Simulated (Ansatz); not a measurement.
What does this script print? It uses the Ansatz DFT code, driven from Python.

Script `energy_ch7nssi2.py`:
```python
"""Single point of CH7NSSi2 in a Gaussian basis."""

from pathlib import Path
import warnings

import ansatz as az


def main() -> None:
    warnings.simplefilter("ignore", az.DeckWarning)

    ch7nssi2 = (
        az.Crystal.molecule()
        .atom("Si", [-1.3488, 0.8382, 1.1821])
        .atom("Si", [0.1783, 0.8626, -0.4845])
        .atom("N", [1.4235, -0.2447, -0.348])
        .atom("C", [0.9114, -1.4218, -0.9672])
        .atom("S", [-0.1948, -0.4225, -2.12])
        .atom("H", [-0.8468, 1.5224, 2.404])
        .atom("H", [-2.5928, 1.6362, 0.7781])
        .atom("H", [-1.7503, -0.4919, 1.5209])
        .atom("H", [0.7305, 2.194, -0.8605])
        .atom("H", [1.747, -0.3898, 0.6507])
        .atom("H", [1.5458, -2.0796, -1.4575])
        .atom("H", [0.2739, -2.0583, -0.264])
    )

    job = ch7nssi2.calculation()
    job = job.basis(gaussian="6-31G*")
    job = job.functional(az.LibraryFunctional("wB97X"))
    job = job.orbitals()
    outcome = job.run(threads=1, backend="cpu", runs_dir="ch7nssi2_runs")
    summary = outcome.report

    for key in ("converged", "free_energy_ev", "reference_energy_ev", "n_frozen", "n_occupied", "n_virtual"):
        print(f"{key:22s} {summary[key]}")

    lines = Path(summary["orbitals_path"]).read_text().splitlines()
    field_of = lambda key: [line.split("=")[1].strip() for line in lines if line.startswith(key)]
    orbitals = [(27.211386 * float(e), s, float(n)) for e, s, n in zip(field_of("Ene="), field_of("Spin="), field_of("Occup="))]
    homo = max(e for e, _, n in orbitals if n > 0.5)
    lumo = min(e for e, _, n in orbitals if n < 0.5)
    for e, spin, n in sorted(orbitals):
        if homo - 6 < e < lumo + 5:
            print(f"{spin:6s} {e:10.3f} eV  occupation {n:.0f}")


if __name__ == "__main__":
    main()
```

```console
$ python energy_ch7nssi2.py
converged              True
free_energy_ev         -29228.77033152427
reference_energy_ev    -29228.77033152427
n_frozen               0
n_occupied             [32, 32]
n_virtual              [69, 69]
Alpha     -13.912 eV  occupation 2
Alpha     -12.853 eV  occupation 2
Alpha     -12.361 eV  occupation 2
Alpha     -12.091 eV  occupation 2
Alpha     -11.782 eV  occupation 2
Alpha     -10.533 eV  occupation 2
Alpha      -9.618 eV  occupation 2
Alpha      -8.931 eV  occupation 2
Alpha       1.161 eV  occupation 0
Alpha       2.132 eV  occupation 0
Alpha       2.853 eV  occupation 0
Alpha       3.373 eV  occupation 0
Alpha       3.828 eV  occupation 0
Alpha       4.565 eV  occupation 0
Alpha       5.457 eV  occupation 0
Alpha       5.773 eV  occupation 0
Alpha       6.089 eV  occupation 0
```

Total energies depend on the basis set; only differences at equal settings carry meaning. The geometry is a force-field or estimated start, not a minimum of this method, and the basis set is short of its limit. Alpha marks a spatial orbital of a restricted run, filled by both spins. Levels such as HOMO and LUMO are orbital energies: with these approximate functionals they aren't the ionisation energy and electron affinity, and their gap isn't the fundamental gap. The whole script took 6.6 s on 1 thread of Intel(R) Xeon(R) 6975P-C (Granite Rapids), with other jobs on the host, peak memory 0.36 GiB.

(Lines on the test bed's own set-up are left out of the output.)
